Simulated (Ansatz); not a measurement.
# Hf2N: substituted relatives

One table from this session's results is given with a row withheld; the runs are named, their logs left out.

Method: DFT PBEsol, scalar-relativistic, plane waves, PAW, in Ansatz 0.2.0.

2 further runs of the same task are left out: 2 set aside as unsound or not needed.

**Starting point**

The structure is tetragonal, space group P4_2/mnm (No. 136). Conventional cell: a = 5.296 Å, b = 5.296 Å, c = 3.227 Å, α = 90.00°, β = 90.00°, γ = 90.00°. Hf (site symmetry m2m) has 3 N at 2.21 to 2.22 Å as nearest neighbours. Around N (site symmetry mmm) lie 6 Hf at 2.21 to 2.22 Å.

As a file:

```cif
data_structure
_symmetry_space_group_name_H-M 'P4_2/mnm'
_symmetry_Int_Tables_number 136
_cell_length_a 5.2955
_cell_length_b 5.2955
_cell_length_c 3.2274
_cell_angle_alpha 90.000
_cell_angle_beta 90.000
_cell_angle_gamma 90.000
_cell_volume 90.51
loop_
_atom_site_label
_atom_site_type_symbol
_atom_site_symmetry_multiplicity
_atom_site_Wyckoff_symbol
_atom_site_fract_x
_atom_site_fract_y
_atom_site_fract_z
_atom_site_occupancy
Hf1 Hf 4 f 0.29546 0.29546 0.00000 1
N1 N 2 a 0.00000 0.00000 0.00000 1
```

It goes back to an entry of the Materials Project, which need not be the stable form.

This cell was relaxed beforehand with the same method: volume 15.08 Å³/atom, gap on the mesh none (metal).

Set-up of the first run:

Input file input.yaml:

```yaml
crystal:
  lattice:
    - [5.9435855903, 0.0, 0.0]
    - [0.0, 5.9435855903, 0.0]
    - [0.0, 0.0, 3.6224111521]
  atoms:
    - { symbol: Zr, position: [0.2954633019, 0.2954633019, 0.0] }
    - { symbol: Zr, position: [0.7045366981, 0.7045366981, 0.0] }
    - { symbol: Zr, position: [0.7954633019, 0.2045366981, 0.5] }
    - { symbol: Zr, position: [0.2045366981, 0.7954633019, 0.5] }
    - { symbol: Bi, position: [0.0, 0.0, 0.0] }
    - { symbol: Bi, position: [0.5, 0.5, 0.5] }
basis:
  ecutwfc: 420
kpoints:
  mp_grid: { grid: [4, 4, 6] }
hamiltonian:
  xc: pbesol
scf:
  occupations: { method: gaussian, width: 0.1 }
output:
  forces: true
  stress: true
  eigenvalues: true
```

Run with:

```bash
$ ansatz run input.yaml --threads 1 --pin off --max-ram 2560MiB --backend cpu --events-out ev --progress --plain --runs-dir out
```

Steps of the session up to this table: Quick check of gap, pressure and forces (Zr2Bi); Rough relaxation on the coarse mesh (Zr2Bi); Full relaxation (Zr2Bi).

One table of the session follows, with a row left open; its other results are not shown here.

| swap | volume (Å³/atom) | a (Å) | b (Å) | c (Å) |
| --- | --- | --- | --- | --- |
| none | 15.08 | 5.296 | 5.296 | 3.227 |
| Hf → Zr, N → As | 23.36 | 6.097 | 6.097 | 3.771 |
| N → C | 16.00 | 5.373 | 5.373 | 3.325 |
| Hf → Si | ? | ? | ? | ? |
| Hf → Zr, N → Bi | 29.86 | 6.567 | 6.567 | 4.154 |

**Question.** Estimate the row for Hf → Si.

As computed: volume (Å³/atom): 17.35; a (Å): 6.397; b (Å): 6.397; c (Å): 2.544. In the column «volume (Å³/atom)» it lies between N → C (16.00) and Hf → Zr, N → As (23.36).

Lengths are those of the computed cell. ΔH_f is taken against the elements in their standard states, computed with the same functional; temperature and zero-point motion are left out. Rows of earlier swaps come from the sessions before.

Caveats from the session: The runs treat Bi, Hf without spin-orbit coupling.
